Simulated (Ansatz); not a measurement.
**YbSnMo (element-swapped structure): how the settings move a single-point run**

Question: which choices in the input matter for YbSnMo (element-swapped structure)?

Computed with Ansatz 0.2.0 (reference: DFT r2SCAN, plane waves, PAW, scalar-relativistic, no spin polarisation, unless a step's input says otherwise).

1 further run of the same task is left out (it didn't finish).

### 1 The starting structure

Symmetry: P-62m, No. 189, hexagonal system. The conventional cell has a = 7.623 Å, b = 7.623 Å, c = 3.732 Å, α = 90.00°, β = 90.00°, γ = 120.00°. Sn (site symmetry m2m) is surrounded by 4 Mo at 2.75 to 2.84 Å and 6 Yb at 3.15 to 3.28 Å. Around Mo (site symmetry -6) lie 3 Sn at 2.84 Å and 6 Yb at 2.98 Å. Yb (site symmetry m2m) is surrounded by 5 Mo at 2.98 to 3.07 Å and 6 Sn at 3.15 to 3.28 Å. Around Mo (site symmetry -62m) lie 6 Sn at 2.75 Å and 3 Yb at 3.07 Å.

Structure file:

```cif
data_structure
_symmetry_space_group_name_H-M 'P 1'
_symmetry_Int_Tables_number 1
_cell_length_a 7.6232
_cell_length_b 7.6232
_cell_length_c 3.7322
_cell_angle_alpha 90.000
_cell_angle_beta 90.000
_cell_angle_gamma 60.000
_cell_volume 187.83
loop_
_atom_site_label
_atom_site_type_symbol
_atom_site_fract_x
_atom_site_fract_y
_atom_site_fract_z
_atom_site_occupancy
Sn1 Sn 0.73490 0.26510 0.50000 1
Sn2 Sn 0.26510 0.00000 0.50000 1
Sn3 Sn 0.00000 0.73490 0.50000 1
Mo1 Mo 0.33330 0.33340 0.50000 1
Mo2 Mo 0.66670 0.66660 0.50000 1
Yb1 Yb 0.40225 0.59775 0.00000 1
Yb2 Yb 0.59775 0.00000 0.00000 1
Yb3 Yb 0.00000 0.40225 0.00000 1
Mo3 Mo 0.00000 0.00000 0.00000 1
```

### 2 Baseline

Contents of input.yaml:

```yaml
crystal:
  lattice:
    - [3.811593, 6.601869, 0.0]
    - [-3.811593, 6.601869, 0.0]
    - [0.0, 0.0, 3.732195]
  atoms:
    - { symbol: Sn, position: [0.7349, 0.2651, 0.5] }
    - { symbol: Sn, position: [0.2651, 0.0, 0.5] }
    - { symbol: Sn, position: [0.0, 0.7349, 0.5] }
    - { symbol: Mo, position: [0.3333, 0.3334, 0.5] }
    - { symbol: Mo, position: [0.6667, 0.6666, 0.5] }
    - { symbol: Yb, position: [0.40225, 0.59775, 0.0] }
    - { symbol: Yb, position: [0.59775, 0.0, 0.0] }
    - { symbol: Yb, position: [0.0, 0.40225, 0.0] }
    - { symbol: Mo, position: [0.0, 0.0, 0.0] }
  symmetry: { tolerance: 0.0003 }
kpoints:
  mp_grid: { grid: [3, 3, 5], shift: [0, 0, 0] }
magnetization:
  spin_polarized: false
scf:
  occupations: { method: fermi_dirac }
hamiltonian:
  pseudopotentials: { kind: paw }
  xc: r2scan
basis:
  ecutwfc: 500
output:
  forces: true
  stress: true
  eigenvalues: true
```

On the command line:

```bash
> ansatz run input.yaml --threads 1 --pin off --max-ram 2560MiB --backend cpu --events-out ev --progress --plain --runs-dir out
```

### 3 Changing settings: hubbard.sites [{species: Mo, l: d, u_eff: 2.0}], hubbard.double_counting amf

Changes to input.yaml since step 2:

```diff
@@ -25,2 +25,3 @@
   xc: r2scan
+  hubbard: { sites: [{ species: Mo, l: d, u_eff: 2.0 }], double_counting: amf }
 basis:
@@ -31 +32,5 @@
   eigenvalues: true
+  write_density: true
+  write_potential: true
+  elf: true
+  volumetric_format: npy
```

### 4 Variant: ecutrho_ratio 9

Changes to input.yaml since step 2:

```diff
@@ -27,2 +27,3 @@
   ecutwfc: 500
+  ecutrho_ratio: 9
 output:
```

### 5 Variant: mp_grid.grid [4, 4, 8]

Changes to input.yaml since step 2:

```diff
@@ -17,3 +17,3 @@
 kpoints:
-  mp_grid: { grid: [3, 3, 5], shift: [0, 0, 0] }
+  mp_grid: { grid: [4, 4, 8], shift: [0, 0, 0] }
 magnetization:
```

**Question.** What will these runs give? Wanted: for each run, ending; energy change; pressure; gap; force.

As calculated:

| run | ending | energy change | pressure (GPa) | gap (eV) | force (eV/Å) | cycles | time |
| --- | --- | --- | --- | --- | --- | --- | --- |
| reference | converged | 0 | 4.6 | 0.00 | 0.80 | 16 | 1.9 min |
| 1: hubbard.sites [{species: Mo, l: d, u_eff: 2.0}], hubbard.double_counting amf | converged | -21.9 meV/atom (U changed: no physical gain or loss) | 5.2 | 0.00 | 0.71 | 18 | 2.6 min |
| 2: ecutrho_ratio 9 | converged | 0.0 meV/atom | 4.6 | 0.00 | 0.80 | 16 | 2.4 min |
| 3: mp_grid.grid [4, 4, 8] | converged | -1.8 meV/atom | 4.6 | 0.00 | 0.77 | 17 | 4 min |

Times don't compare one to one where runs were asked for different outputs or read a saved state (see the inputs); cycles may leave out searches for a lower state.

Residual by cycle in the longest SCF loop of each run; runs are numbered as in the table. The quantity is the density residual dr2, in eV.

```csv
cycle,reference,run 1,run 2,run 3
1,2.86,12.7,2.86,2.82
3,1.48,174,1.48,1.48
4,0.0988,2.79,0.0988,0.0965
6,0.009,2.02,0.00895,0.0317
7,0.0158,1.39,0.0156,0.0733
9,0.00195,0.0626,0.00193,0.0399
10,3.4e-5,0.0872,3.5e-5,0.00253
12,2.0e-5,1.1e-4,2.0e-5,9.4e-6
13,5.3e-7,5.0e-5,5.5e-7,9.1e-6
15,4.9e-7,1.6e-6,4.8e-7,6.1e-7
16,4.3e-8,2.5e-6,3.4e-8,3.0e-7
18,-,2.9e-8,-,-
```

**Reading.** Of the converged runs whose energies compare with the reference's, «mp_grid.grid [4, 4, 8]» moves the energy most (-1.8 meV/atom). A changed U is a change of model: its shifts are not errors of convergence. The reference has no spin polarisation; with Mo and Yb present, a magnetic state may lie lower.

The reference has limits of its own: its f shells have neither a U nor exact exchange and are poorly placed; its mesh is coarse for a cell with so small a gap or none; the structure is made up and not relaxed.
